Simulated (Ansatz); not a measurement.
# B2H7NSSi: small, medium and large basis sets

The task here is to estimate one member of a computed series from the others.

Method: one geometry, several basis sets; program: Ansatz 0.2.0, Gaussian basis.

Plan: PBE0-D4/def2-SVP; ωB97M-V/def2-SVP; PBE0-D4/def2-QZVPP; ωB97M-V/def2-QZVPP; the functionals' def2-TZVPP values are taken from earlier runs.

### Structure used throughout

The geometry comes from an earlier relaxation with PBE0-D4 in a triple-zeta def2 set; it is a stationary point, not always the lowest conformer.

12 atoms, charge 0, spin multiplicity 1.

Atoms are counted from 1 here; the program's logs count them from 0.

Bond lengths: B1–B2 1.632 Å, B1–Si3 2.011 Å, B1–H6 1.193 Å, B1–H7 1.232 Å, B2–N4 1.552 Å, B2–H8 1.197 Å, Si3–N4 1.921 Å, Si3–S5 2.131 Å, Si3–H9 1.489 Å, N4–H10 1.012 Å, N4–H11 1.014 Å, S5–H12 1.343 Å. Angles: B2–B1–Si3 73.8°, B2–B1–H6 129.3°, B2–B1–H7 110.9°, Si3–B1–H6 127.8°, Si3–B1–H7 83.0°, H6–B1–H7 116.5°, B1–B2–N4 106.7°, B1–B2–H8 134.8°, N4–B2–H8 113.7°, B1–Si3–N4 81.0°, B1–Si3–S5 121.3°, B1–Si3–H9 134.3°, N4–Si3–S5 110.4°, N4–Si3–H9 99.5°, S5–Si3–H9 101.5°, B2–N4–Si3 78.2°, B2–N4–H10 120.3°, B2–N4–H11 115.1° and more.

Coordinates:

```
B    -1.2694    0.5167   -0.5536
B    -1.0796   -0.9915    0.0416
Si    0.7054    0.1391   -0.6037
N     0.2243   -0.9778    0.8839
S     2.1293    1.6050   -0.0013
H    -1.9644    0.8947   -1.4472
H    -0.9338    1.3621    0.2771
H    -1.4144   -2.0854   -0.3106
H     1.5633   -0.8140   -1.3604
H     0.7130   -1.8416    1.0831
H     0.1962   -0.3923    1.7118
H     1.2071    2.5297    0.3132
```

Set-up of the first run:

The input, in.yaml:

```yaml
crystal:
  periodic: [false, false, false]
  atoms:
    - {symbol: B, position_ang: [-1.269417, 0.516666, -0.553621]}
    - {symbol: B, position_ang: [-1.079626, -0.991472, 0.041558]}
    - {symbol: Si, position_ang: [0.705386, 0.139101, -0.603677]}
    - {symbol: N, position_ang: [0.224346, -0.977764, 0.883868]}
    - {symbol: S, position_ang: [2.129281, 1.605034, -0.001319]}
    - {symbol: H, position_ang: [-1.964447, 0.894663, -1.447189]}
    - {symbol: H, position_ang: [-0.933770, 1.362128, 0.277064]}
    - {symbol: H, position_ang: [-1.414411, -2.085448, -0.310612]}
    - {symbol: H, position_ang: [1.563307, -0.813963, -1.360397]}
    - {symbol: H, position_ang: [0.713019, -1.841562, 1.083076]}
    - {symbol: H, position_ang: [0.196193, -0.392326, 1.711841]}
    - {symbol: H, position_ang: [1.207139, 2.529742, 0.313208]}
basis:
  gaussian: {orbitals: def2-SVP}
hamiltonian: {xc: pbe0, dispersion: d4}
output: {orbitals: {seedname: orbitals}}
```

Steps of the session up to this table: PBE0-D4 in def2-SVP; ωB97M-V in def2-SVP; PBE0-D4 in def2-QZVPP; ωB97M-V in def2-QZVPP.

One of the session's tables, all rows but one given; the rest of the session is left out.

It belongs to the step «Functionals by basis». 

```
functional       basis  HOMO (eV)
   PBE0-D4    def2-SVP      -6.68
   PBE0-D4  def2-TZVPP      -6.74
   PBE0-D4  def2-QZVPP      -6.75
   ωB97M-V    def2-SVP      -8.66
   ωB97M-V  def2-TZVPP          ?
   ωB97M-V  def2-QZVPP      -8.77
```

Q: Estimate the row for ωB97M-V, def2-TZVPP from the others.

As computed: HOMO (eV): -8.76. In the column «HOMO (eV)» it lies between ωB97M-V, def2-QZVPP (-8.77) and ωB97M-V, def2-SVP (-8.66).
